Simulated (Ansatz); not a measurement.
# Cl₂F₂H₂SSi₂: a ladder of functionals and wavefunction methods

How much do the methods differ for Cl₂F₂H₂SSi₂? The plan is to run it at one geometry with functionals of several rungs and with coupled cluster. The yardstick is the atomisation energy at the CCSD(T) limit.

Computed with Ansatz 0.2.0, Gaussian basis. Level: functionals in def2-TZVPP, the program's frozen cores in correlated methods.

Levels to be run: PBE-D4, r2SCAN-D4, PBE0-D4, B3LYP-D4, ωB97X-V, ωB97M-V, B2PLYP; CCSD(T)/def2-TZVPP; MP2/def2-QZVPP; extrapolation to the limit.

### Step 1. The geometry

All runs share one geometry, relaxed beforehand with PBE0-D4 in a triple-zeta def2 set.

SMILES `F[Si](F)(Cl)S[SiH2]Cl`, 9 atoms, charge 0, spin multiplicity 1.

Atoms are counted from 1 here; the program's logs count them from 0.

Bond lengths: F1–Si2 1.575 Å, Si2–F3 1.579 Å, Si2–Cl4 2.015 Å, Si2–S5 2.099 Å, S5–Si6 2.141 Å, Si6–Cl7 2.044 Å, Si6–H8 1.475 Å, Si6–H9 1.477 Å. Angles: F1–Si2–F3 107.9°, F1–Si2–Cl4 108.0°, F1–Si2–S5 107.7°, F3–Si2–Cl4 108.1°, F3–Si2–S5 111.0°, Cl4–Si2–S5 113.9°, Si2–S5–Si6 100.0°, S5–Si6–Cl7 112.0°, S5–Si6–H8 111.1°, S5–Si6–H9 103.8°, Cl7–Si6–H8 108.0°, Cl7–Si6–H9 109.4°, H8–Si6–H9 112.6°.

### Step 2. PBE-D4 (GGA)

Contents of in.yaml:

```yaml
crystal:
  periodic: [false, false, false]
  atoms:
    - {symbol: F, position_ang: [-2.613902, 1.371112, -0.654781]}
    - {symbol: Si, position_ang: [-1.212497, 0.665287, -0.792819]}
    - {symbol: F, position_ang: [-0.097796, 1.779601, -0.706339]}
    - {symbol: Cl, position_ang: [-1.114463, -0.175559, -2.620941]}
    - {symbol: S, position_ang: [-1.030166, -0.706292, 0.785292]}
    - {symbol: Si, position_ang: [1.092918, -0.678569, 1.060430]}
    - {symbol: Cl, position_ang: [2.090242, -1.254526, -0.628202]}
    - {symbol: H, position_ang: [1.562157, 0.670481, 1.428205]}
    - {symbol: H, position_ang: [1.323498, -1.671546, 2.129164]}
basis:
  gaussian: {orbitals: def2-TZVPP}
hamiltonian: {xc: pbe, dispersion: d4}
output: {forces: true, orbitals: {seedname: orbitals}}
```

Launch:

```sh
ansatz run in.yaml --threads 2 --pin off --events-out ev --progress --plain --max-ram 32768MiB --backend cuda --devices 0, --max-vram 18GiB
```

Further steps of the session: r2SCAN-D4 (meta-GGA); PBE0-D4 (hybrid); B3LYP-D4 (hybrid); ωB97X-V (range-separated); ωB97M-V (range-separated); B2PLYP (double hybrid); CCSD(T) in def2-TZVPP; MP2 in def2-QZVPP.

**Question.** What will the summary of the whole plan be? Wanted: atomisation energy, CCSD(T)/CBS; farthest; mean size of error, hybrid; mean size of error, range-separated; gap, smallest and largest; T1 diagnostic; triples share of the correlation energy.

As calculated:

| quantity | value |
| --- | --- |
| atomisation energy, CCSD(T)/CBS | 34.218 eV |
| functionals within 0.171 eV (0.5 %) | PBE-D4, r2SCAN-D4, ωB97X-V, ωB97M-V |
| farthest | B2PLYP (-0.909 eV) |
| mean size of error, hybrid | 0.549 eV |
| mean size of error, range-separated | 0.071 eV |
| gap, smallest and largest | 5.82 eV (PBE-D4), 12.44 eV (ωB97X-V) |
| T1 diagnostic | 0.0110 |
| triples share of the correlation energy | 3.7 % |

**Reading.** PBE-D4 misses by +0.149 eV. Double hybrids carry the basis error of their MP2 part in triple zeta, and no dispersion term here, so their miss is partly the set-up's. Misses under about 0.171 eV are within the doubt on the reference itself, which lacks core-valence correlation, relativity and higher excitations. Hartree-Fock recovers 74 % of the binding; the rest is correlation. Orbital gaps span 5.8 to 12.4 eV; exact exchange widens them.
